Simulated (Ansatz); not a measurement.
# KW3: the cost of one run

Method: DFT PBE, scalar-relativistic, plane waves, PAW, in Ansatz 0.2.0.

**1. The structure to begin with**

Symmetry: P6_3/mmc, No. 194, hexagonal system. Conventional cell: a = 6.276 Å, b = 6.276 Å, c = 5.037 Å, α = 90.00°, β = 90.00°, γ = 120.00°. Around K (site symmetry -6m2) lie 12 W at 3.10 to 3.14 Å. W (site symmetry mm2) has 4 K at 3.10 to 3.14 Å and 8 W at 3.10 to 3.14 Å as nearest neighbours.

Coordinates:

```
K W
1.0
     6.27563    0.00000    0.00000
    -3.13781    5.43485    0.00000
     0.00000    0.00000    5.03716
K W
2 6
Direct
  0.33333 0.66667 0.25000
  0.66667 0.33333 0.75000
  0.83300 0.66600 0.25000
  0.16700 0.83300 0.75000
  0.33400 0.16700 0.25000
  0.16700 0.33400 0.75000
  0.83300 0.16700 0.25000
  0.66600 0.83300 0.75000
```

(A quick probe on a coarse mesh, which set the mesh and smearing, is not shown.)

**3. Rough relaxation on the coarse mesh**

input.yaml reads:

```yaml
crystal:
  lattice:
    - [6.2756277254, 0.0, 0.0]
    - [-3.1378138627, 5.4348530349, 0.0]
    - [0.0, 0.0, 5.0371595307]
  atoms:
    - { symbol: K, position: [0.3333333333, 0.6666666667, 0.25] }
    - { symbol: K, position: [0.6666666667, 0.3333333333, 0.75] }
    - { symbol: W, position: [0.833, 0.666, 0.25] }
    - { symbol: W, position: [0.167, 0.833, 0.75] }
    - { symbol: W, position: [0.334, 0.167, 0.25] }
    - { symbol: W, position: [0.167, 0.334, 0.75] }
    - { symbol: W, position: [0.833, 0.167, 0.25] }
    - { symbol: W, position: [0.666, 0.833, 0.75] }
basis:
  ecutwfc: 420
kpoints:
  mp_grid: { grid: [3, 3, 4] }
hamiltonian:
  xc: pbe
scf:
  occupations: { method: gaussian, width: 0.1 }
  lower_state_search: "off"
output:
  forces: true
  stress: true
  eigenvalues: true
relax:
  adjacent_minimum: "off"
  f_tol: 0.04
  max_steps: 70
  cell: { stress_tol: 0.4 }
```

Run with:

```bash
ansatz run input.yaml --threads 1 --pin off --max-ram 2560MiB --backend cpu --events-out ev --progress --plain --runs-dir out
```

What time and memory should one allow on 1 thread of Intel Xeon Platinum 8488C (Sapphire Rapids), shared host?

About 1.9 min, with a peak of 0.56 GiB.
